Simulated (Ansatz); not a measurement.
# Ti3Se in Ansatz: convergence with ecutfock ratio

Input of the first run (ecutfock ratio 1); the others differ in this setting and in those tied to it:

input.yaml

```yaml
crystal:
  lattice:
    - [3.1974455988, 0.0, 0.0]
    - [-1.5987227994, 2.7690691158, 0.0]
    - [0.0, 0.0, 7.942745]
  atoms:
    - { symbol: Se, position: [0.0, 0.0, 0.0] }
    - { symbol: Ti, position: [0.6666666667, 0.3333333333, 0.5] }
    - { symbol: Ti, position: [0.3333333333, 0.6666666667, 0.772902] }
    - { symbol: Ti, position: [0.3333333333, 0.6666666667, 0.227098] }
hamiltonian:
  xc: hse06
  pseudopotentials: { kind: paw }
kpoints:
  mp_grid: { grid: [5, 5, 2] }
scf:
  occupations: { method: gaussian, width: 0.05 }
  exx: { ecutfock_ratio: 1 }
output:
  forces: true
  stress: true
  eigenvalues: true
```

Potentials or basis: Ansatz PAW.

The run is started by

```console
$ ansatz run input.yaml --threads 2 --pin off --max-ram 5632MiB --backend cpu --events-out ev --progress --plain --runs-dir out
```

The cell comes from a database or a generator and needn't be the stable form of this composition.

Hardware: 2 threads of Arm Neoverse V2 (shared host).

**Question.** The values tried are 1, 2, 3, 4, loosest first. From which on does the energy stay within 1 meV/atom of the tightest run that finished?

**Answer.** From 2 on.

```
ecutfock ratio  energy less the tightest run, at zero smearing (meV/atom)  SCF cycles  CPU time (s)  peak memory (GiB)
             1                                                       8.16          29            45               0.79
             2                                                      -0.03          29            49               0.88
             3                                                       0.00          29            54               0.98
             4                                                       0.00          29            53                  1
```

The tightest run that finished is the yardstick and may itself not be fully converged.

Caveat, for the tightest run too: the k mesh is coarse (spacing up to 0.45 Å⁻¹), so the values aren't converged, least of all with exact exchange.
